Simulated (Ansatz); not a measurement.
**AsH₃O+ (doublet): the correlation ladder, cc-pVDZ**

The task here is to estimate one member of a computed series from the others.

Method: cc-pVDZ, core rule «outside noble gas», up to 15 orbitals frozen; program: Ansatz 0.2.0, Gaussian basis.

Plan: UHF; CCSD(T) on ROHF; CCSD(T) on UHF; BCCD(T) on ROHF; CISD; CCSDT(Q) on ROHF; CCSDT(Q) on UHF.

16 further runs of the same task are left out: 5 for a known fault of the program, 4 that didn't finish, 7 set aside as unsound or not needed.

## The geometry

The geometry is a PBE0/def2-TZVP stationary point (not a proven minimum) of the parent state, kept for this charge and spin. No spin-orbit coupling is included. The filled d shell of As may be among the frozen orbitals whatever the setting's name suggests; the logs give the count.

5 atoms, charge 1, spin multiplicity 2.

Atoms are counted from 1 here; the program's logs count them from 0.

Bond lengths: O1–As2 1.802 Å, O1–H3 0.960 Å, As2–H4 1.528 Å, As2–H5 1.528 Å. Angles: As2–O1–H3 107.7°, O1–As2–H4 95.9°, O1–As2–H5 95.9°, H4–As2–H5 91.3°.

Set-up of the first run:

in.yaml reads:

```yaml
crystal:
  periodic: [false, false, false]
  atoms:
    - {symbol: O, position_ang: [0.000000, 0.168214, 1.466234]}
    - {symbol: As, position_ang: [0.000000, -0.052729, -0.321929]}
    - {symbol: H, position_ang: [0.000000, -0.703437, 1.868656]}
    - {symbol: H, position_ang: [1.092352, 0.976364, -0.606637]}
    - {symbol: H, position_ang: [-1.092352, 0.976364, -0.606637]}
basis:
  gaussian: {orbitals: cc-pVDZ}
total_charge: 1
magnetization: {spin_polarized: true, initial_magnetization: 1}
hamiltonian: {xc: hf}
output: {orbitals: {seedname: orbitals}}
```

On the command line:

```console
ansatz run in.yaml --threads 1 --pin off --events-out ev --progress --plain --max-ram 2393MiB
```

Steps of the session up to this table: UHF; CCSD(T) on ROHF; CCSD(T) on UHF; BCCD(T) on ROHF; CISD; CCSDT(Q) on ROHF; CCSDT(Q) on UHF.

One of the session's tables, all rows but one given; the rest of the session is left out.

It belongs to the step «Misses and costs». 

| method | from UCCSDT(Q) (kJ/mol) |
| --- | --- |
| ROHF | +859.8 |
| UHF | +849.3 |
| RMP2 | +90.3 |
| UMP2 | +93.8 |
| CISD | +96.9 |
| RCCSD | +28.2 |
| UCCSD | +27.6 |
| RCCSD(T) | ? |
| UCCSD(T) | +5.3 |
| BCCD(T) | +5.3 |
| RCCSDT | +2.8 |
| UCCSDT | +2.6 |
| RCCSDT(Q) | +0.5 |
| UCCSDT(Q) | 0 |

Estimate the missing values for RCCSD(T).

**Answer.** from UCCSDT(Q) (kJ/mol): +5.4. In the column «from UCCSDT(Q) (kJ/mol)» it lies between BCCD(T) (+5.3) and UCCSD (+27.6).

Caveats from the session: Restricted and unrestricted rows rest on different reference determinants; where their highest levels disagree by more than a few hundredths of an eV, they describe different states and don't form one ladder.
